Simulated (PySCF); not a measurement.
# C2H2N2Si: the cost of one run

Programs: PySCF 2.14.0, with density-fitted response routines of our own. Each step states its level of theory. These are calculated values for one molecule in the gas phase, unless marked as measured. Atoms count from 0, in the outputs and in this text.

## 1. The molecule as given

7 atoms, charge 0, multiplicity 1; geometry from: GFN2-xTB. The atoms were then displaced at random by about 0.01 Å, so the start is not that level's minimum.

Bonds of the start (Å): N0–C1 1.14, C1–Si2 1.86, Si2–C3 1.91, C3–N4 1.12, Si2–H5 1.47, Si2–H6 1.45.

## 2. Geometry optimisation at PBE0-D3(BJ)/def2-SVP

The job: settings as JSON, then the geometry in Å.

```
{"job": {"xc": "PBE0", "basis": "def2-SVP", "d3": "d3bj", "grid": 1, "shake": 0.01, "kind": "geom"}, "charge": 0, "multiplicity": 1}
N     -2.356940    -1.234110    -0.010820
C     -1.471980    -0.519970    -0.006510
Si    -0.019650     0.638010     0.001840
C      1.500300    -0.513010    -0.026960
N      2.375240    -1.214900    -0.055640
H      0.005200     1.387080     1.266110
H      0.001780     1.427790    -1.217960
```

On the command line:

```bash
OMP_NUM_THREADS=1 python probes_run.py task.json out
```

One launch serves the whole session: the jobs run in the order shown.

**Question.** How long does this first job take on 1 thread of Arm Neoverse V1, shared host, and how much memory does it need?

About 16 s, with a peak of 0.35 GiB.
